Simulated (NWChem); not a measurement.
# HCTH/93/pc-0 run of GaF (SMILES [F][Ga])

What is the electrostatic solvation energy at fixed shape (COSMO, chlorobenzene) of GaF at HCTH/93/pc-0? 

The results are computed with NWChem 7.3.0.

3 further runs of the same task are left out: 1 that didn't finish, 2 set aside as unsound or not needed.

### Step 1. The system as given

The species is GaF (2 atoms), meant as a singlet with charge 0. SMILES: `[F][Ga]`. The shape comes from GFN2-xTB, which is rough for such elements, and wasn't checked as a minimum.

Bond lengths: F1–Ga2 1.799 Å.

### Step 2. Energy and gradient at HCTH/93/pc-0

Contents of nw.xyz:

```xyz
2
FGa gradient
F      0.000000     0.000000     0.000000
Ga     0.000000     0.000000     1.799150
```

Contents of nw.nw:

```
START nw
TITLE "FGa gradient"
memory 2200 mb
charge 0
GEOMETRY noautosym nocenter noautoz
  load nw.xyz
END
BASIS spherical
  * library pc-0
END
DFT
  xc hcth
  mult 1
  grid medium
  convergence energy 1e-06
  direct
  iterations 200
  mulliken
  print low
END
TASK dft gradient
```

The run is started by

```
$ nwchem nw.nw > nw.out
```

Log:

```text
[...]
 **** WARNING Zero Coefficient **** on atom "               F"
 angular momentum value: 0  standard basis set name: "pc-0"
 input line that generated warning:
   107:       0.103510E+04           0.193510E-01           0.000000E+00
[...]
 d= 0,ls=0.0,diis     1  -2023.9368200141 -2.11D+03  8.96D-02  5.18D-01     0.7
[...]
 d= 0,ls=0.0,diis     7  -2024.0104935715 -1.12D-07  1.60D-06  9.48D-06     3.4
         Total DFT energy =    -2024.010493571468
      One electron energy =    -2987.842931030229
           Coulomb energy =      968.499834685184
    Exchange-Corr. energy =      -86.728621955276
 Nuclear repulsion energy =       82.061224728853
[...]
      Total Density - Mulliken Population Analysis
     ---------------------------------------------
    Atom       Charge   Shell Charges
 -----------   ------   -------------------------------------------------------
    1 F    9     9.42   0.43  1.56  1.89  2.45  3.08
    2 Ga  31    30.58   2.00  1.94  1.06  1.00  1.91  6.00  5.76  0.23  0.70  9.99
[...]
 **** WARNING Zero Coefficient **** on atom "               F"
 angular momentum value: 0  standard basis set name: "pc-0"
 input line that generated warning:
   107:       0.103510E+04           0.193510E-01           0.000000E+00
 **** WARNING Zero Coefficient **** on atom "               F"
 angular momentum value: 0  standard basis set name: "pc-0"
 input line that generated warning:
   110:       0.939210E+01           0.000000E+00           0.516810E+00
                         DFT ENERGY GRADIENTS
    atom               coordinates                        gradient
                 x          y          z           x          y          z
   1 F       0.000000   0.000000   0.000000    0.000000  -0.000000   0.000646
   2 Ga      0.000000   0.000000   3.399901   -0.000000   0.000000  -0.000646
 Task  times  cpu:        4.3s     wall:        4.3s
 Total times  cpu:        4.3s     wall:        4.3s
```

Wall time 5.1 s (1 thread of Intel Xeon Platinum 8488C (Sapphire Rapids), shared host); peak memory 0.11 GiB.

### Step 3. Energy and forces at HCTH/93/pc-0 (COSMO chlorobenzene)

Contents of fga.nw:

```
start fga
title "FGa"
memory total 2200 mb
charge 0

geometry units angstrom noautosym nocenter noautoz
   F      0.000000     0.000000     0.000000
   Ga     0.000000     0.000000     1.799150
end

basis spherical
   F library pc-0
   Ga library pc-0
end

cosmo
   dielec 5.6968
end

dft
   xc hcth
   mult 1
   grid medium
   convergence energy 1e-06
   direct
   maxiter 200
   mulliken
   print medium
end

task dft gradient
```

The run is started by

```
$ nwchem fga.nw > fga.out
```

Log:

```text
[...]
 **** WARNING Zero Coefficient **** on atom "               F"
 angular momentum value: 0  standard basis set name: "pc-0"
 input line that generated warning:
   107:       0.103510E+04           0.193510E-01           0.000000E+00
 **** WARNING Zero Coefficient **** on atom "               F"
 angular momentum value: 0  standard basis set name: "pc-0"
 input line that generated warning:
   110:       0.939210E+01           0.000000E+00           0.516810E+00
[...]
          Wavefunction type:  closed shell.
          No. of atoms     :     2
          No. of electrons :    40
[...]
          Charge           :     0
          Spin multiplicity:     1
[...]
          AO basis - number of functions:    31
[...]
              XC Information
              --------------
                        HCTH  Method XC Functional
                         HCTH  Exchange Functional  1.000
                      HCTH  Correlation Functional  1.000
[...]
 WARNING : Found     1 linear dependencies
 S eigenvalue threshold:     1.00000E-05
[...]
 d= 0,ls=0.0,diis     1  -2023.9368200142 -2.11D+03  8.96D-02  5.18D-01     0.7
[...]
 d= 0,ls=0.0,diis     5  -2024.0182821725 -8.50D-09  3.37D-06  9.48D-06     5.5
         Total DFT energy =    -2024.018282172454
      One electron energy =    -2987.660817423938
           Coulomb energy =      968.541983160850
    Exchange-Corr. energy =      -86.743376176486
 Nuclear repulsion energy =       82.061224728853
             COSMO energy =       -0.217296461733
[...]
      Total Density - Mulliken Population Analysis
     ---------------------------------------------
    Atom       Charge   Shell Charges
 -----------   ------   -------------------------------------------------------
    1 F    9     9.46   0.43  1.56  1.89  2.46  3.12
    2 Ga  31    30.54   2.00  1.94  1.05  1.00  1.90  6.00  5.75  0.23  0.66  9.99
[...]
  wavefunction    = closed shell
                         DFT ENERGY GRADIENTS
    atom               coordinates                        gradient
                 x          y          z           x          y          z
   1 F       0.000000   0.000000   0.000000    0.000000  -0.000000   0.004269
   2 Ga      0.000000   0.000000   3.399901   -0.000000   0.000000  -0.004269
[...]
```

Run time: 7.5 s. Hardware: 1 thread of Intel Xeon Platinum 8488C (Sapphire Rapids), shared host; peak memory 0.11 GiB.

### Step 4. Outcome

At HCTH/93/pc-0:

| quantity | value |
| --- | --- |
| gas phase: total energy | -2024.01049 Eh |
| gas phase: largest force on an atom | 0.033 eV/Å |
| COSMO, chlorobenzene: total energy | -2024.01828 Eh |
| COSMO, chlorobenzene: dipole moment | 2.18 D |
| COSMO, chlorobenzene: HOMO energy | -5.59 eV |
| COSMO, chlorobenzene: LUMO energy | -0.68 eV |
| COSMO, chlorobenzene: HOMO–LUMO gap | 4.91 eV |
| COSMO, chlorobenzene: solvent term in the energy | -20.4 kJ/mol |
| COSMO, chlorobenzene: largest force on an atom | 0.220 eV/Å |
| energy change from gas to solvent at fixed shape | -0.212 eV |

What this shows: The solvent model (COSMO, chlorobenzene) lowers the energy by 0.21 eV (−20.4 kJ/mol) at the same shape. It holds the electrostatic part alone, without cavity or dispersion terms.
